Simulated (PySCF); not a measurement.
# C13H32Si2: the cost of one run

Programs: PySCF 2.14.0, with routines of our own; each step states its level. All values are computed. Atoms count from 0.

## 1. The starting structure

47 atoms, charge 0, multiplicity 1; geometry from: GFN2-xTB.

## 2. Geometry optimisation at PBE0-D3(BJ)/def2-SVP

The job: settings as JSON, then the geometry in Å.

```
{"job": {"xc": "PBE0", "basis": "def2-SVP", "d3": "d3bj", "grid": 1, "kind": "geom"}, "charge": 0, "multiplicity": 1}
C     -4.910766     1.831571    -0.415602
Si    -5.058622    -0.070743    -0.348700
C     -5.233260    -0.638366     1.465057
C     -6.600387    -0.618762    -1.332182
C     -3.515662    -0.877898    -1.142215
C     -2.197224    -0.528726    -0.456670
C     -1.016304    -1.204600    -1.150544
C      0.324998    -0.996711    -0.446543
C      0.809822     0.450865    -0.480989
C      2.157837     0.654227     0.215697
C      3.317879    -0.034962    -0.498388
Si     5.035083     0.321405     0.267597
C      5.072973    -0.256973     2.086403
C      6.351822    -0.637944    -0.727131
C      5.417963     2.189708     0.177745
H     -4.062090     2.184852     0.161787
H     -5.799137     2.309560    -0.014372
H     -4.783463     2.181947    -1.435502
H     -5.295781    -1.719902     1.535494
H     -4.386768    -0.318720     2.064334
H     -6.129042    -0.229055     1.921333
H     -7.503591    -0.182518    -0.917030
H     -6.718736    -1.697849    -1.313429
H     -6.536432    -0.314036    -2.372366
H     -3.448217    -0.581246    -2.190598
H     -3.631609    -1.963459    -1.140368
H     -2.061657     0.552908    -0.469366
H     -2.229856    -0.848315     0.586581
H     -1.216371    -2.278371    -1.201675
H     -0.945763    -0.836349    -2.177063
H      1.065760    -1.632310    -0.935917
H      0.241502    -1.323482     0.592871
H      0.069941     1.086976     0.009095
H      0.892010     0.777404    -1.520778
H      2.089081     0.285626     1.241096
H      2.357313     1.726844     0.265522
H      3.146544    -1.111522    -0.497018
H      3.314415     0.277438    -1.544305
H      4.836652    -1.313550     2.168750
H      4.355040     0.288614     2.690800
H      6.053288    -0.106171     2.527910
H      6.170886    -1.707754    -0.696125
H      7.346186    -0.462480    -0.329277
H      6.358689    -0.336762    -1.769972
H      6.409290     2.407894     0.563104
H      4.707765     2.769724     0.758974
H      5.378149     2.551715    -0.845310
```

Started as:

```console
$ OMP_NUM_THREADS=4 python large_run.py task.json out
```

One launch serves the whole session: the jobs run in the order shown.

Q: Estimate the wall time and peak memory of this first job on 4 threads of Intel Xeon Platinum 8175M at 2.50GHz, shared host.

About 3 min, with a peak of 3.1 GiB.
